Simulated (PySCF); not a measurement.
# C4H6O4S2: the cost of one run

Programs: PySCF 2.14.0, with routines of our own; each step states its level. All values are computed. Atoms count from 0.

### 1 The system as given

16 atoms, charge 0, multiplicity 1; geometry from: GFN2-xTB.

### 2 Magnetic properties: GIAO B97-2/pcSseg-1

Job settings and geometry (Å):

```
{"job": {"kind": "mag", "xc": "B97-2", "basis": "pcSseg-1", "isotopologues": 0}, "charge": 0, "multiplicity": 1}
O     -0.521916     1.957556    -1.129290
S     -1.388703     0.758301    -1.237310
C     -1.782268     0.341770     0.483041
C     -0.922521    -0.508763     1.022525
C      0.152841    -0.973527     0.130969
S      1.650593     0.070965     0.499841
O      2.431161     0.091796    -0.699593
O      2.237917    -0.434768     1.694236
O      1.060049     1.479581     0.808338
C     -0.247257    -0.693995    -1.296174
H     -2.596256     0.843893     0.969116
H     -0.938196    -0.821893     2.054239
H      0.496349    -1.987766     0.316991
H      0.545340     1.845444     0.022305
H     -0.802555    -1.518376    -1.742698
H      0.617822    -0.441275    -1.907947
```

Method: GIAO B97-2/pcSseg-1 magnetisability, rotational g tensor and spin-rotation constants, non-relativistic, gas phase.

The run is started by

```console
$ OMP_NUM_THREADS=1 python excited_run.py task.json out
```

One launch serves the whole session: the jobs run in the order shown.

**Question.** How long does this first job take on 1 thread of Arm Neoverse N1, shared host, and how much memory does it need?

About 96 s, with a peak of 0.96 GiB.
